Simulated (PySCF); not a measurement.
# Si2H4ClO2F (SMILES O[SiH](F)O[SiH2]Cl): levels of theory compared

We compute a comparison of 4 runs (HF/3-21G, PBE0/STO-3G, PBE0/def2-SVP, CCSD/3-21G) of Si2H4ClO2F. Input form: a Python script.

Program for the calculation: PySCF 2.14.0.

## Step 1: The molecule

Si2H4ClO2F: 10 atoms, total charge 0, spin state singlet. SMILES: `O[SiH](F)O[SiH2]Cl`. The shape is that of a PBE0-D4/def2-TZVP optimisation. This is one conformer, not always the lowest.

Bond lengths: O1–Si2 1.619 Å, Si2–F3 1.590 Å, Si2–O4 1.628 Å, O4–Si5 1.622 Å, Si5–Cl6 2.062 Å, O1–H7 0.960 Å, Si2–H8 1.464 Å, Si5–H9 1.476 Å, Si5–H10 1.475 Å. Some angles: O1–Si2–F3 110.6°, O1–Si2–O4 112.2°, F3–Si2–O4 106.6°, Si2–O4–Si5 145.5°, O4–Si5–Cl6 109.2°, O1–Si2–H8 108.5°, F3–Si2–H8 108.8°, O4–Si2–H8 110.0°, Si2–O1–H7 119.3°, O4–Si5–H9 110.5°.

## Step 2: Energy and forces at HF/3-21G (run 1)

Input file job.py:

```python
# O[SiH](F)O[SiH2]Cl
from pyscf import gto

molecule = gto.M(
    atom='''
O     -1.420885     0.300466     3.744870
Si    -1.594362    -1.724375     1.458680
F     -4.231286    -1.494584     0.038739
O      0.588272    -1.271786    -0.661782
Si     2.066227     0.808236    -2.359890
Cl     1.417295     4.356575    -0.885904
H     -1.201488     2.058479     3.357287
H     -1.370996    -4.269269     2.521651
H      1.093396     0.807102    -4.973948
H      4.810676     0.332214    -2.234223
''',
    max_memory=1860,
    basis='3-21g',
    unit='bohr',
    verbose=4,
    charge=0,
    spin=0,
)

myscf = molecule.RHF()
myscf.conv_tol = 1e-10
myscf.kernel()
if not myscf.converged:
    myscf = myscf.newton().run(myscf.mo_coeff, myscf.mo_occ)

etot = myscf.e_tot
print('Final energy', etot)
grad = myscf.nuc_grad_method().kernel()
myscf.analyze()
```

The run is started by

```bash
$ OMP_NUM_THREADS=1 python job.py
```

What it wrote:

```text
PySCF version 2.14.0

[... 80 lines left out ...]
One-electron Energy =                -2724.164955257265319
[... 8 lines left out ...]
MO #4   energy= -26.152179063835   occ= 2
[... 6 lines left out ...]
MO #11  energy= -6.22177889298662  occ= 2
[... 6 lines left out ...]
MO #18  energy= -4.31102843727268  occ= 2
[... 6 lines left out ...]
MO #25  energy= -0.702911928289497 occ= 2
[... 6 lines left out ...]
MO #32  energy= -0.543235061115594 occ= 2
[... 6 lines left out ...]
MO #39  energy= 0.155900670195935  occ= 0
[... 6 lines left out ...]
MO #46  energy= 0.353081518899964  occ= 0
[... 6 lines left out ...]
MO #53  energy= 0.630772152445053  occ= 0
[... 6 lines left out ...]
MO #60  energy= 1.30328578786952   occ= 0
[... 6 lines left out ...]
MO #67  energy= 2.07087268588232   occ= 0
[... 6 lines left out ...]
MO #74  energy= 3.86849279715555   occ= 0
[... 48 lines left out ...]
pop of  4 Si 2pz          1.99979
pop of  4 Si 3px          0.78652
pop of  4 Si 3py          0.48634
pop of  4 Si 3pz          0.71673
pop of  4 Si 4px          0.01972
pop of  4 Si 4py          0.02065
pop of  4 Si 4pz          0.01916
pop of  5 Cl 1s           1.99999
pop of  5 Cl 2s           1.99969
pop of  5 Cl 3s           1.86660
pop of  5 Cl 4s           0.00349
pop of  5 Cl 2px          1.99994
pop of  5 Cl 2py          1.99988
pop of  5 Cl 2pz          1.99992
pop of  5 Cl 3px          1.94098
pop of  5 Cl 3py          1.64174
pop of  5 Cl 3pz          1.89402
pop of  5 Cl 4px          0.00176
pop of  5 Cl 4py          0.00083
pop of  5 Cl 4pz          0.00174
pop of  6 H 1s            0.66719
pop of  6 H 2s            0.01110
pop of  7 H 1s            1.13447
pop of  7 H 2s            0.00328
pop of  8 H 1s            1.10577
pop of  8 H 2s            0.00304
pop of  9 H 1s            1.10444
pop of  9 H 2s            0.00288
 ** Mulliken atomic charges  **
charge of    0O =     -0.70731
charge of    1Si =      1.44238
charge of    2F =     -0.48882
charge of    3O =     -0.83409
charge of    4Si =      0.97056
charge of    5Cl =     -0.35057
charge of    6H =      0.32172
charge of    7H =     -0.13775
charge of    8H =     -0.10880
charge of    9H =     -0.10732
Dipole moment(X, Y, Z, Debye):  1.88498, -0.59947, -1.49218
```

It took 9 s on 1 thread of Intel Xeon at 2.50GHz (Skylake/Cascade Lake), shared host; peak memory 0.15 GiB.

## Step 3: Energy and gradient at PBE0/STO-3G (run 2)

Input file calc.py:

```python
from pyscf import gto, dft

mol = gto.M(
    atom='''
O     -0.751900     0.159000     1.981700
Si    -0.843700    -0.912500     0.771900
F     -2.239100    -0.790900     0.020500
O      0.311300    -0.673000    -0.350200
Si     1.093400     0.427700    -1.248800
Cl     0.750000     2.305400    -0.468800
H     -0.635800     1.089300     1.776600
H     -0.725500    -2.259200     1.334400
H      0.578600     0.427100    -2.632100
H      2.545700     0.175800    -1.182300
''',
    basis='sto-3g',
    spin=0,
    verbose=3,
    max_memory=1860,
)

myscf = dft.RKS(mol)
myscf.xc = 'pbe0'
myscf.grids.level = 5
myscf.conv_tol = 1e-10
myscf.kernel()
if not myscf.converged:
    myscf = myscf.newton().run(myscf.mo_coeff, myscf.mo_occ)

e_tot = myscf.e_tot
print('E = %.10f Eh' % e_tot)
grad = myscf.nuc_grad_method().kernel()
dip = myscf.dip_moment()
pop, q = myscf.mulliken_pop()
```

The run is started by

```bash
$ OMP_NUM_THREADS=1 python calc.py
```

What it wrote:

```text
converged SCF energy = -1276.14046570837
E = -1276.1404657084 Eh
--------------- RKS gradients ---------------
         x                y                z
0 O     0.0028089023     0.0353772042    -0.0496997683
1 Si    -0.0103318141     0.0173589314     0.0034184565
2 F     0.0254215532    -0.0029148191     0.0144158391
3 O    -0.0142233653     0.0080724590     0.0096686398
4 Si    -0.0058772010     0.0266595900     0.0151003229
5 Cl     0.0038880264    -0.0243377113    -0.0093430401
6 H    -0.0050511245    -0.0457347479     0.0227677369
7 H    -0.0024410862    -0.0096180359     0.0018547467
8 H    -0.0062507489    -0.0014729400    -0.0104830533
9 H     0.0120768926    -0.0033834100     0.0022682081
----------------------------------------------
Dipole moment(X, Y, Z, Debye):  0.66026, -1.63493, -1.08361
 ** Mulliken pop  **
pop of  0 O 1s            1.99724
pop of  0 O 2s            1.82335
pop of  0 O 2px           1.87102
pop of  0 O 2py           1.16798
pop of  0 O 2pz           1.60835
pop of  1 Si 1s           1.99955
pop of  1 Si 2s           1.98385
pop of  1 Si 3s           1.08624
pop of  1 Si 2px          1.96022
pop of  1 Si 2py          1.96149
pop of  1 Si 2pz          1.95893
pop of  1 Si 3px          0.62357
pop of  1 Si 3py          0.80676
pop of  1 Si 3pz          0.61935
pop of  2 F 1s            1.99907
pop of  2 F 2s            1.96112
pop of  2 F 2px           1.58684
pop of  2 F 2py           1.91471
pop of  2 F 2pz           1.80882
pop of  3 O 1s            1.99701
pop of  3 O 2s            1.77886
pop of  3 O 2px           1.60038
pop of  3 O 2py           1.59985
pop of  3 O 2pz           1.57202
pop of  4 Si 1s           1.99955
pop of  4 Si 2s           1.98413
pop of  4 Si 3s           1.20449
pop of  4 Si 2px          1.96079
pop of  4 Si 2py          1.95538
pop of  4 Si 2pz          1.96007
pop of  4 Si 3px          0.81161
pop of  4 Si 3py          0.55863
pop of  4 Si 3pz          0.76546
pop of  5 Cl 1s           1.99997
pop of  5 Cl 2s           1.99890
pop of  5 Cl 3s           1.98761
pop of  5 Cl 2px          1.99909
pop of  5 Cl 2py          1.99154
pop of  5 Cl 2pz          1.99790
pop of  5 Cl 3px          1.95475
pop of  5 Cl 3py          1.56485
pop of  5 Cl 3pz          1.89304
pop of  6 H 1s            0.79162
pop of  7 H 1s            1.13133
pop of  8 H 1s            1.10229
pop of  9 H 1s            1.10038
 ** Mulliken atomic charges  **
charge of    0O =     -0.46794
charge of    1Si =      1.00002
charge of    2F =     -0.27056
charge of    3O =     -0.54813
charge of    4Si =      0.79988
charge of    5Cl =     -0.38766
charge of    6H =      0.20838
charge of    7H =     -0.13133
charge of    8H =     -0.10229
charge of    9H =     -0.10038
```

It took 29 s on 1 thread of Intel Xeon at 2.50GHz (Skylake/Cascade Lake), shared host; peak memory 0.49 GiB.

Run 3 isn't shown in full; the table further down has it.

## Step 4: A single-point energy at CCSD/3-21G (run 4)

Input file calc.py:

```python
from pyscf import gto, scf, cc

molecule = gto.M(
    atom='''
O       -0.751900       0.159000       1.981700
Si      -0.843700      -0.912500       0.771900
F       -2.239100      -0.790900       0.020500
O        0.311300      -0.673000      -0.350200
Si       1.093400       0.427700      -1.248800
Cl       0.750000       2.305400      -0.468800
H       -0.635800       1.089300       1.776600
H       -0.725500      -2.259200       1.334400
H        0.578600       0.427100      -2.632100
H        2.545700       0.175800      -1.182300
''',
    verbose=4,
    basis='3-21g',
    charge=0,
    max_memory=1860,
    spin=0,
)

mf = scf.RHF(molecule)
mf.conv_tol = 1e-10
mf.kernel()
if not mf.converged:
    mf = mf.newton().run(mf.mo_coeff, mf.mo_occ)

mycc = cc.CCSD(mf, frozen=18)
mycc.kernel()
etot = mycc.e_tot
print('E = %.10f Eh' % etot)
mf.analyze()
```

The run is started by

```bash
$ OMP_NUM_THREADS=1 python calc.py
```

What it wrote:

```text
PySCF version 2.14.0

[... 89 lines left out ...]
CCSD converged
[... 12 lines left out ...]
MO #2   energy= -68.432241029687   occ= 2
[... 7 lines left out ...]
MO #10  energy= -7.97619153252567  occ= 2
[... 7 lines left out ...]
MO #18  energy= -4.31102845309634  occ= 2
[... 7 lines left out ...]
MO #26  energy= -0.672079535105647 occ= 2
[... 7 lines left out ...]
MO #34  energy= -0.518410712320673 occ= 2
[... 7 lines left out ...]
MO #42  energy= 0.240331848185366  occ= 0
[... 7 lines left out ...]
MO #50  energy= 0.488264290340874  occ= 0
[... 7 lines left out ...]
MO #58  energy= 0.979377845030494  occ= 0
[... 7 lines left out ...]
MO #66  energy= 1.93122811840029   occ= 0
[... 7 lines left out ...]
MO #74  energy= 3.86849286933164   occ= 0
[... 48 lines left out ...]
pop of  4 Si 2pz          1.99979
pop of  4 Si 3px          0.78652
pop of  4 Si 3py          0.48634
pop of  4 Si 3pz          0.71673
pop of  4 Si 4px          0.01972
pop of  4 Si 4py          0.02065
pop of  4 Si 4pz          0.01916
pop of  5 Cl 1s           1.99999
pop of  5 Cl 2s           1.99969
pop of  5 Cl 3s           1.86660
pop of  5 Cl 4s           0.00349
pop of  5 Cl 2px          1.99994
pop of  5 Cl 2py          1.99988
pop of  5 Cl 2pz          1.99992
pop of  5 Cl 3px          1.94098
pop of  5 Cl 3py          1.64174
pop of  5 Cl 3pz          1.89402
pop of  5 Cl 4px          0.00176
pop of  5 Cl 4py          0.00083
pop of  5 Cl 4pz          0.00174
pop of  6 H 1s            0.66719
pop of  6 H 2s            0.01110
pop of  7 H 1s            1.13447
pop of  7 H 2s            0.00328
pop of  8 H 1s            1.10577
pop of  8 H 2s            0.00304
pop of  9 H 1s            1.10444
pop of  9 H 2s            0.00288
 ** Mulliken atomic charges  **
charge of    0O =     -0.70731
charge of    1Si =      1.44238
charge of    2F =     -0.48882
charge of    3O =     -0.83409
charge of    4Si =      0.97056
charge of    5Cl =     -0.35057
charge of    6H =      0.32172
charge of    7H =     -0.13775
charge of    8H =     -0.10880
charge of    9H =     -0.10732
Dipole moment(X, Y, Z, Debye):  1.88498, -0.59948, -1.49218
```

Run time: 9 s. Hardware: 1 thread of Intel Xeon at 2.50GHz (Skylake/Cascade Lake), shared host; peak memory 0.24 GiB.

## Step 5: All runs side by side

```csv
run,level,integration grid,task,energy (Eh),dipole moment (D) of the reference,HOMO energy (eV),LUMO energy (eV),wall time
1,HF/3-21G,–,gradient,-1282.479227,2.48,-12.74,3.67,9 s
2,PBE0/STO-3G,5,gradient,-1276.140466,2.07,-4.88,4.89,29 s
3,PBE0/def2-SVP,5,gradient,-1290.954325,1.58,-9.07,0.64,78 s
4,CCSD/3-21G,–,energy,-1282.994446,2.48,-12.74,3.67,9 s
```

## Step 6: Results

| quantity | value |
| --- | --- |
| run 4: total energy | -1282.99445 Eh |
| run 4: dipole moment (Hartree–Fock density) | 2.48 D |
| run 4: HOMO energy (Hartree–Fock orbitals) | -12.74 eV |
| run 4: LUMO energy (Hartree–Fock orbitals) | 3.67 eV |
| run 4: HOMO–LUMO gap (Hartree–Fock orbitals) | 16.42 eV |
| run 4: correlation energy (18 core orbitals frozen) | -515.2 mEh |
| run 4: T1 diagnostic | 0.012 |

What this shows: Over runs 1, 2, 3 the dipole moment (its size) runs from 1.58 D (PBE0/def2-SVP) to 2.48 D (HF/3-21G). The two ends differ in method and basis. Over runs 1, 2, 3 the HOMO–LUMO gap runs from 9.71 eV (PBE0/def2-SVP) to 16.42 eV (HF/3-21G). In run 2 the basis is minimal, so the values are rough. All runs together took 2.1 min, the longest 78 s.
